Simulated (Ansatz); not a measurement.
Predict the output of the script below (Ansatz 0.2.0 through its Python package).

The script, `bend.py`:
```python
"""Bending curve of H4SeSi."""

import ansatz as az
from ase import Atoms


def main() -> None:
    atoms = Atoms(["Si", "Se", "H", "H", "H", "H"], positions=[
        (-0.2069, -0.3029, -0.4486),
        (0.8961, -0.2781, 1.5048),
        (-1.608, 0.3558, -0.2609),
        (-0.3516, -1.6264, -0.945),
        (0.4926, 0.5147, -1.4769),
        (0.8199, 1.2729, 1.5803),
    ])

    # relax first, so that the scan starts from a minimum
    first = (
        az.Crystal.molecule_from_ase(atoms).calculation()
        .basis(gaussian="def2-SVP")
        .functional("cam_b3lyp")
        .relax(force_tolerance=0.02, max_steps=80)
    )
    atoms.positions = first.run(threads=1, backend="cpu").report["positions_ang"]

    rows = []
    for angle in [90, 100, 110, 120, 135, 150, 165, 179]:
        bent = atoms.copy()
        bent.set_angle(0, 1, 5, angle, indices=[5])
        model = az.Crystal.molecule_from_ase(bent).calculation()
        model = model.basis(gaussian="def2-SVP")
        model = model.functional("cam_b3lyp")
        rows.append((angle, model.run(threads=1, backend="cpu").report["free_energy_ev"]))
    floor = min(e for _, e in rows)
    for angle, e in rows:
        print(f"angle Si0-Se1-H5 = {angle:3d} deg   {1000 * (e - floor):9.1f} meV")


if __name__ == "__main__":
    main()
```

```console
$ python bend.py
angle Si0-Se1-H5 =  90 deg         0.0 meV
angle Si0-Se1-H5 = 100 deg        14.5 meV
angle Si0-Se1-H5 = 110 deg       133.6 meV
angle Si0-Se1-H5 = 120 deg       348.7 meV
angle Si0-Se1-H5 = 135 deg       822.1 meV
angle Si0-Se1-H5 = 150 deg      1411.6 meV
angle Si0-Se1-H5 = 165 deg      1979.3 meV
angle Si0-Se1-H5 = 179 deg      2268.9 meV
```

The scan is rigid, and the energies are electronic, in a modest basis. The zero is the lowest point of the grid, which needn't be the minimum. Hardware and time: 22 s on 1 thread of Arm Neoverse V2, on a shared host, peak memory 0.23 GiB.

(Lines on the test bed's own set-up are left out of the output.)
